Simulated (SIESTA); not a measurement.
Crystal: Sn3Te2Se.

```
Te Sn Se
1.0
     4.42835    0.00000    0.00000
    -2.21417    3.83506    0.00000
     0.00000    0.00000   10.79260
Te Sn Se
2 3 1
Direct
  0.66667 0.33333 0.32581
  0.33333 0.66667 0.67419
  0.66667 0.33333 0.84825
  0.33333 0.66667 0.15175
  0.00000 0.00000 0.50000
  0.00000 0.00000 0.00000
```

The cell comes from a database or a generator and needn't be the stable form of this composition.

```yaml
Program: SIESTA 5.4.2
Task: single point
Functional: PBEsol
Potentials_or_basis: PseudoDojo 0.4 standard (PBEsol files)
Basis: DZP (energy shift 0.003 Ry; two zetas on semicore shells)
Grid_cutoff: 500 Ry
Energy_shift: 0.003 Ry
k_mesh: 7 × 7 × 3
Occupations: fermi-dirac, width 0.05 eV
Spin: no spin polarisation
```

On this cell: pressure -0.9 GPa; largest force 0.097 eV/Å; band gap on the k mesh 0.53 eV, indirect (least direct gap 0.61 eV).

The same run follows on a disturbed copy (atoms moved at random, drawn with an rms of 0.05 Å):

```
Te Sn Se
1.0
     4.42835    0.00000    0.00000
    -2.21417    3.83506    0.00000
     0.00000    0.00000   10.79260
Te Sn Se
2 3 1
Cartesian
  2.2338 1.2911 3.5171
  -0.0057 2.6295 7.2302
  2.2029 1.2737 9.1428
  0.0406 2.5729 1.6320
  0.0043 0.0428 5.3456
  -0.0803 -0.0226 -0.0067
```

**Question.** What does the disturbed cell give?

**Answer.** The energy moves by +4.8 meV/atom; pressure -0.8 GPa; largest force 0.295 eV/Å; band gap on the k mesh 0.51 eV, indirect (least direct gap 0.60 eV).

Forces on the atoms (eV/Å):
```
Te  -0.143  0.058 -0.143
Te  -0.082 -0.216  0.103
Sn  -0.001  0.077 -0.204
Sn  -0.105 -0.063  0.088
Sn   0.081 -0.011  0.159
Se   0.251  0.155 -0.003
```

Stress tensor (GPa, compression positive):
```
-0.73 -0.02 -0.02
-0.02 -0.79 -0.04
-0.02 -0.04 -0.84
```

Caveats: spin-orbit coupling is left out, which moves the levels of the heavy elements; an odd mesh through Γ misses points on the zone boundary, where band edges often lie; the basis of atomic orbitals isn't converged, which shifts pressures, moduli and gaps.
